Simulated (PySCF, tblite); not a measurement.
**C₃H₁₀F₂SSi₃: geometry, infrared bands and NMR shifts**

Wanted: the infrared bands and NMR shifts of C₃H₁₀F₂SSi₃ (`CSC(F)(F)[Si@H]1C[SiH2][SiH2]1`), by calculation.

The runs use tblite 0.8.0 and PySCF 2.14.0, with density-fitted response routines of our own; the level of theory stands in each step. All values are computed, except where a source is named. Atoms count from 0, in the outputs and in this text.

### 1 The starting structure

19 atoms, charge 0, multiplicity 1; geometry from: force field or distance geometry start.

Bonds of the start (Å): C0–S1 1.81, S1–C2 1.79, C2–F3 1.37, C2–F4 1.35, C2–Si5 1.83, Si5–C6 1.91, C6–Si7 1.90, Si7–Si8 2.29, Si8–Si5 2.26, C0–H9 1.09, C0–H10 1.09, C0–H11 1.09, Si5–H12 1.50, C6–H13 1.09, C6–H14 1.10, Si7–H15 1.49, Si7–H16 1.48, Si8–H17 1.50, Si8–H18 1.48.

### 2 Relaxing the molecule with GFN2-xTB

What the job is given:

```
{"job": {"kind": "relax", "xc": "GFN2-xTB", "basis": "xTB"}, "charge": 0, "multiplicity": 1}
C      3.604400    -0.422100     0.478400
S      2.078200    -0.528800     1.449800
C      0.915300    -0.620000     0.097100
F      1.049200     0.491300    -0.698800
F      1.203500    -1.684100    -0.687800
Si    -0.801900    -0.755500     0.710000
C     -1.482300     0.842600     1.495600
Si    -2.112000     1.562000    -0.141100
Si    -2.271500    -0.551900    -0.993900
H      4.451000    -0.359700     1.156800
H      3.710800    -1.306500    -0.152300
H      3.579400     0.475200    -0.142800
H     -1.084900    -1.947000     1.576600
H     -2.286900     0.638900     2.206800
H     -0.730700     1.467100     1.991800
H     -3.415700     2.271600     0.011100
H     -1.084500     2.384500    -0.819700
H     -3.592700    -1.211400    -0.744600
H     -1.738500    -0.736800    -2.364700
```

On the command line:

```
OMP_NUM_THREADS=1 python probes_run.py task.json out
```

One launch serves the whole session: the jobs run in the order shown.

**Question.** This job is followed by: GFN2-xTB harmonic vibrations, gas phase; GIAO PBE0/pcSseg-1 NMR shielding, non-relativistic, gas phase. Predict these results of the whole session: strongest single infrared mode (GFN2-xTB); zero-point energy (GFN2-xTB); 13C shifts against TMS (PBE0/pcSseg-1); 1H shifts against TMS (PBE0/pcSseg-1, means over atoms taken as alike); 33S shifts against CS2 (PBE0/pcSseg-1); 19F shifts against CFCl3 (PBE0/pcSseg-1); 29Si shifts against TMS (PBE0/pcSseg-1).

As calculated:

```
                                                              quantity                                               value
                             strongest single infrared mode (GFN2-xTB)                               2214 cm⁻¹, 409 km/mol
                                          zero-point energy (GFN2-xTB)                                       72.4 kcal/mol
                                13C shifts against TMS (PBE0/pcSseg-1)                                145.5, 13.0, 0.7 ppm
1H shifts against TMS (PBE0/pcSseg-1, means over atoms taken as alike)  5.10, 4.68, 4.65, 4.57, 4.49, 2.52, 1.07, 0.84 ppm
                                33S shifts against CS2 (PBE0/pcSseg-1)                                              54 ppm
                              19F shifts against CFCl3 (PBE0/pcSseg-1)                                  -103.8, -110.1 ppm
                               29Si shifts against TMS (PBE0/pcSseg-1)                             -14.7, -58.0, -73.8 ppm
```

Relaxing lowered the energy by 0.669 eV in 117 steps; the close pair that moved most is C2–Si5, from 1.828 to 1.948 Å. No mode is imaginary among the 51: a minimum at this level. The strongest single mode, at 2214 cm⁻¹, moves mainly H18. Unscaled tight-binding wavenumbers are off by several per cent, some by more. Its intensities can rank the bands wrongly. At PBE0/pcSseg-1: The largest span, 502 ppm, is at S1, where the paramagnetic term is -609 ppm.
